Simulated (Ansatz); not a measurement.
# VBiO4 (I4_1/a) in Ansatz: a series of runs

Runs on VBiO4. Level: PBEsol. Tasks: single point.

Program: Ansatz 0.2.0. These are calculated values, not measurements. Logs are shortened: lines on timing, memory, paths and dates and some standing lists are left out, and cuts for length are marked.

### Step 1. The structure

Symmetry: I4_1/a, No. 88, tetragonal system. The conventional cell has a = 5.122 Å, b = 5.122 Å, c = 11.592 Å, α = 90.00°, β = 90.00°, γ = 90.00°. Bi (site symmetry -4) has 8 O at 2.42 to 2.47 Å as nearest neighbours. V (site symmetry -4) has 4 O at 1.73 Å as nearest neighbours. O (site symmetry 1) is surrounded by 1 V at 1.73 Å.

Measurements of this composition are mostly on another form, of space group No. 15.

### Step 2. Single point, PBEsol, collinear spin, ferrimagnetic start

input.yaml

```yaml
crystal:
  lattice:
    - [-2.56105292, 2.56105292, 5.7960647]
    - [2.56105292, -2.56105292, 5.7960647]
    - [2.56105292, 2.56105292, -5.7960647]
  atoms:
    - { symbol: Bi, position: [0.75, 0.25, 0.5] }
    - { symbol: Bi, position: [0.0, 0.0, 0.0] }
    - { symbol: V, position: [0.25, 0.75, 0.5], spin: 2.0 }
    - { symbol: V, position: [0.5, 0.5, 0.0], spin: -1.0 }
    - { symbol: O, position: [0.43809724, 0.3291035, 0.60894833] }
    - { symbol: O, position: [0.57914891, 0.68809724, 0.60899374] }
    - { symbol: O, position: [0.72015517, 0.82914891, 0.39105167] }
    - { symbol: O, position: [0.0791035, 0.97015517, 0.39100626] }
    - { symbol: O, position: [0.6708965, 0.27984483, 0.10899374] }
    - { symbol: O, position: [0.02984483, 0.42085109, 0.10894833] }
    - { symbol: O, position: [0.31190276, 0.9208965, 0.89105167] }
    - { symbol: O, position: [0.17085109, 0.56190276, 0.89100626] }
hamiltonian:
  xc: pbesol
  pseudopotentials: { kind: paw }
magnetization:
  spin_polarized: true
kpoints:
  mp_grid: { grid: [7, 7, 7] }
scf:
  occupations: { method: fermi_dirac, width: 0.05 }
output:
  forces: true
  stress: true
  eigenvalues: true
```

Potentials or basis: Ansatz PAW.

Started as:

```bash
ansatz run input.yaml --threads 4 --pin off --max-ram 11264MiB --backend cpu --events-out ev --progress --plain --runs-dir out
```

What it wrote:

```text
Warning: RAYON_NUM_THREADS=4 ignored (pool sized by the plan → 4); use --threads N
Engine: ansatz 0.2.0, aarch64-unknown-linux-gnu
Pseudopotentials: kind: paw
Pseudopotential: Bi, paw, valence charge 15, recommended cutoff 420 eV (normal), Bi.paw.azcp
Pseudopotential: V, paw, valence charge 13, recommended cutoff 420 eV (normal), V.paw.azcp
Pseudopotential: O, paw, valence charge 6, recommended cutoff 420 eV (normal), O.paw.azcp
Functional definition: PBEsol
  exchange = pbesol_x
  correlation = pbesol_c
Crystal: 12 atoms, lattice volume = 152.065 Å³
Basis set: ecut = 420 eV, 2995 PW (Γ), exchange–correlation on 96×96×96 points (8 copies of the dense FFT grid, shifted against one another)
Bands: 66, of which v1, the nominal top of the filled ones, is band 52 counted from 1 (51 counted from 0)
Symmetry: 4 space group operations
Space group: I-4 (ITA 82), of the structure as read, at distance tolerance 5.3e-5 Å
Magnetic group: BNS 82.39 (UNI 699), of the structure as read, at distance tolerance 5.3e-5 Å
k-points: 52 of 343 (time reversal used)
Non-local potential: Bi, projectors of the file, l = 0: 2, l = 1: 2, l = 2: 2, l = 3: 2
Non-local potential: V, projectors of the file, l = 0: 3, l = 1: 2, l = 2: 3, l = 3: 1
Non-local potential: O, projectors of the file, l = 0: 2, l = 1: 2, l = 2: 1
PAW form: soft (Blöchl's): semilocal exchange-correlation on the pseudo side does not see the compensation charge
PAW frozen core: Bi, regenerated for the run's functional, and the local potential with it (the file was generated under x = pbe(κ = 0.804, μ = 0.2195149727645171), c = pbe(β = 0.06672455060314922))
PAW frozen core: V, regenerated for the run's functional, and the local potential with it (the file was generated under x = pbe(κ = 0.804, μ = 0.2195149727645171), c = pbe(β = 0.06672455060314922))
PAW frozen core: O, regenerated for the run's functional, and the local potential with it (the file was generated under x = pbe(κ = 0.804, μ = 0.2195149727645171), c = pbe(β = 0.06672455060314922))
PAW one-centre angular grid: Bi, 590 points (default); XC on 64 Gauss nodes
[... 31 lines left out ...]
Internal energy: -34745.022470 eV  (E = F + TS)
E sigma→0 (E₀):  -34745.022470 eV
Fermi energy:    9.788440 eV
--- Per-component energies (eV) ---
  E_band       = -679.070588
  E_kinetic    = 2665.107659
  E_local      = -7918.038067  (includes V_loc(G=0)·N_el)
  E_nonlocal   = 1421.650181
  E_hartree    = 2880.537539
  E_xc         = -1142.682274
  E_vxc        = -1365.539230  (∫ρ·V_xc dr)
  E_paw        = -24401.784470  (= ΣΔE_a)
  E_vpaw       = -1243.339026  (= ΣTr[D̂ρ^β])
  E_aug_tail   = 0.018665  (compensation charges beyond the density's cutoff)
  E_ewald      = -8250.592868
  E_core_change = 0.761166  (= ΣΔE_core)
  E_smearing   = -0.000000  (= −TS)
  E_closure    = 0.000000  (closes the sum)
  Σ components = -34745.022470   (vs F -34745.022470, Δ=0.00e0)
--- Forces (eV/Å), atoms counted from 1 ---
  atom   1  Bi     0.00000000     0.00000000     0.00000000
  atom   2  Bi    -0.00000000     0.00000000     0.00000000
  atom   3  V      0.00000000     0.00000000     0.00000000
  atom   4  V     -0.00000000    -0.00000000     0.00000000
  atom   5  O      0.19869126     0.11964233    -0.12156859
  atom   6  O      0.11962845    -0.19866392    -0.12155108
  atom   7  O     -0.19869126    -0.11964233    -0.12156859
  atom   8  O     -0.11962845     0.19866392    -0.12155108
  atom   9  O      0.11964233    -0.19869126     0.12156859
  atom  10  O      0.19866392     0.11962845     0.12155108
  atom  11  O     -0.19866392    -0.11962845     0.12155108
  atom  12  O     -0.11964233     0.19869126     0.12156859
  max |Σ_I F_I| component: 5.55e-17 eV/Å
--- Stress (GPa, compression-positive) ---
       -1.952056       0.000000       0.000000
       -0.000000      -1.952056       0.000000
        0.000000       0.000000      -1.518144
  P = ⅓ Tr σ = -1.8074 GPa (-18.074 kbar)
--- Band table (eV; the first three rows and the last of 104) ---
  k-point 0 ↑: bands = ["-55.3138", "-55.3130", "-29.3707", "-29.3707", "-29.3684", "-29.3684", "-29.3422", "-29.3303", "-13.1926", "-13.1403", "-13.1403", "-13.1298", "-13.1237", "-13.1108", "-13.1108", "-13.1057", "-13.1001", "-13.0768", "-9.4062", "-8.2280", "-7.8503", "-7.8503", "-7.7746", "-7.6477", "-7.6477", "-7.6132", "-1.1514", "-0.1736", "3.2925", "3.8828", "3.8828", "3.9163", "4.6283", "5.0865", "5.0865", "5.3699", "5.4161", "5.7304", "5.7304", "5.8128", "6.3621", "6.4111", "6.5995", "6.5995", "6.8331", "6.8331", "7.0122", "7.1072", "7.7357", "8.0229", "8.0229", "8.2443", "11.0504", "11.5228", "11.7966", "12.0686", "12.8042", "12.8042", "12.8742", "12.9088", "12.9220", "12.9220", "14.0871", "14.0871", "15.0641", "15.0641"]
  k-point 1 ↑: bands = ["-55.3138", "-55.3130", "-29.3707", "-29.3707", "-29.3686", "-29.3686", "-29.3414", "-29.3308", "-13.1937", "-13.1424", "-13.1421", "-13.1385", "-13.1154", "-13.1142", "-13.1066", "-13.1027", "-13.0994", "-13.0752", "-9.2923", "-8.1989", "-7.8987", "-7.8652", "-7.8476", "-7.7440", "-7.6603", "-7.5595", "-1.0976", "-0.2065", "3.3845", "3.6015", "4.0023", "4.3277", "4.4159", "5.1261", "5.1714", "5.3522", "5.3826", "5.6240", "5.7653", "5.8046", "6.0051", "6.3698", "6.5642", "6.5998", "6.7040", "7.0497", "7.1701", "7.3039", "7.8347", "7.9984", "8.0774", "8.1524", "11.0937", "11.4752", "11.7057", "11.7169", "12.5942", "12.6002", "12.8080", "12.9805", "13.2731", "13.3383", "13.7072", "14.2184", "14.9071", "15.0925"]
  k-point 2 ↑: bands = ["-55.3136", "-55.3131", "-29.3707", "-29.3704", "-29.3693", "-29.3690", "-29.3395", "-29.3322", "-13.1971", "-13.1638", "-13.1403", "-13.1325", "-13.1230", "-13.1073", "-13.1005", "-13.0995", "-13.0960", "-13.0726", "-8.9767", "-8.1271", "-8.0278", "-8.0022", "-7.8575", "-7.8250", "-7.7650", "-7.5830", "-0.9354", "-0.3041", "3.4853", "3.6448", "3.9020", "4.1022", "4.8617", "5.1978", "5.2279", "5.3752", "5.4399", "5.5661", "5.6535", "5.7247", "5.8198", "6.2421", "6.3571", "6.4298", "6.7898", "7.3202", "7.3791", "7.5103", "7.5729", "7.7207", "8.0929", "8.6974", "11.2044", "11.3103", "11.4065", "11.7964", "12.2920", "12.6100", "12.8480", "12.8642", "13.1554", "13.2217", "13.9011", "14.5415", "14.8634", "15.1099"]
  k-point 51 ↓: bands = ["-55.3134", "-55.3133", "-29.3726", "-29.3726", "-29.3667", "-29.3665", "-29.3365", "-29.3359", "-13.1855", "-13.1795", "-13.1735", "-13.1710", "-13.1105", "-13.1099", "-13.0781", "-13.0773", "-13.0706", "-13.0677", "-8.8846", "-8.8795", "-8.0728", "-7.9609", "-7.6509", "-7.6184", "-7.5220", "-7.5174", "-0.6285", "-0.5857", "3.8656", "4.0532", "4.2045", "4.2733", "4.7252", "4.8675", "4.8913", "5.0400", "5.2349", "5.3333", "5.5772", "5.7728", "5.9746", "5.9874", "6.1247", "6.1507", "6.9759", "7.2673", "7.5760", "7.6240", "7.7345", "7.9194", "7.9751", "8.0313", "11.4972", "11.5070", "11.6909", "11.7040", "12.3210", "12.3640", "13.2441", "13.2861", "13.4878", "13.6915", "13.8388", "14.0633", "14.8776", "14.9327"]
```

Wall time 2 min (4 threads of Arm Neoverse V2, shared host); peak memory 1.4 GiB.

What came out:

- Free energy: -34745.0225 eV
- Pressure: -1.8 GPa
- Largest force: 0.262 eV/Å
- Band gap on the k mesh: 2.13 eV, indirect (least direct gap 2.14 eV)
- Net moment: 0.00 μB per cell
- Absolute moment: 0.00 μB per cell

Forces in eV/Å, atoms in the order of the input:
```
Bi   0.000  0.000  0.000
Bi   0.000  0.000  0.000
V    0.000  0.000  0.000
V    0.000  0.000  0.000
O    0.199  0.120 -0.122
O    0.120 -0.199 -0.122
O   -0.199 -0.120 -0.122
O   -0.120  0.199 -0.122
O    0.120 -0.199  0.122
O    0.199  0.120  0.122
O   -0.199 -0.120  0.122
O   -0.120  0.199  0.122
```

Levels at points of the mesh, in eV from the valence-band top:
Spin up:
```csv
k point,band 50,band 51,band 52,band 53,band 54,band 55
"(0.00, 0.00, 0.00)",-0.71,-0.71,-0.49,2.32,2.79,3.06
```
Spin down:
```csv
k point,band 48,band 49,band 50,band 51,band 52,band 53,band 54,band 55,band 56,band 57
"(0.00, 0.00, 0.00)",-1.63,-1.00,-0.71,-0.71,-0.49,2.32,2.79,3.06,3.34,4.07
```

Caveat: odd divisions of the mesh miss points on the zone boundary, where band edges often lie, so the gap on the mesh can be too wide; the pressure holds a Pulay correction of +0.7 GPa for the finite cutoff; spin-orbit coupling is left out, which as a rule narrows the gap of such compounds by several tenths of an eV; the PAW data sets come from PBE, with cores solved anew for the run's functional, which leaves a small shift of forces and pressure; the starting moments weren't kept.

(Part 1 of 2 ends here.)
